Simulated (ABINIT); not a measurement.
The system is BiTe.

```
Bi Te
1.0
     2.42271    1.39875    3.31729
    -2.42271    1.39875    3.31729
     0.00000   -2.79750    3.31729
Bi Te
1 1
Cartesian
  0.0000 0.0000 4.9759
  0.0000 0.0000 0.0000
```

The cell comes from a database or a generator and needn't be the stable form of this composition.

```yaml
Program: ABINIT 10.8.3 (patched build)
Task: relaxation of cell and atoms
Functional: LDA
Potentials_or_basis: JTH PAW PBE v2.0
Cutoff: 707 eV
k_mesh: 5 × 5 × 5
Occupations: fermi-dirac, width 0.05 eV
Spin: no spin polarisation
```

At the start: pressure -3.6 GPa; volume 33.72 Å³/atom.

**Question.** How do energy, volume and symmetry change on relaxing?

**Answer.** Over 8 steps the energy falls by 29.9 meV/atom and the volume is 31.09 Å³/atom (-7.8 %); space group R-3m (No. 166, to 0.05 Å).

The path:
```tsv
step	energy change (eV)	largest force (eV/Å)	pressure (GPa)	volume (Å³)
1	0.0000	0.0000	-3.59	67.45
2	-0.0156	0.0000	-3.11	66.71
3	-0.0560	0.0000	0.31	62.41
4	-0.0568	0.0000	-0.03	62.73
5	-0.0576	0.0000	-0.20	62.81
6	-0.0593	0.0000	-0.34	62.62
7	-0.0597	0.0000	-0.11	62.27
8	-0.0598	0.0000	0.01	62.18
```

Final structure:
```
Bi Te
1.0
     2.38706    1.37817    3.15029
    -2.38706    1.37817    3.15029
     0.00000   -2.75634    3.15029
Bi Te
1 1
Direct
  0.50000 0.50000 0.50000
  0.00000 0.00000 0.00000
```

Caveat: the PAW data sets were made with another functional, which shifts forces and pressure a little.
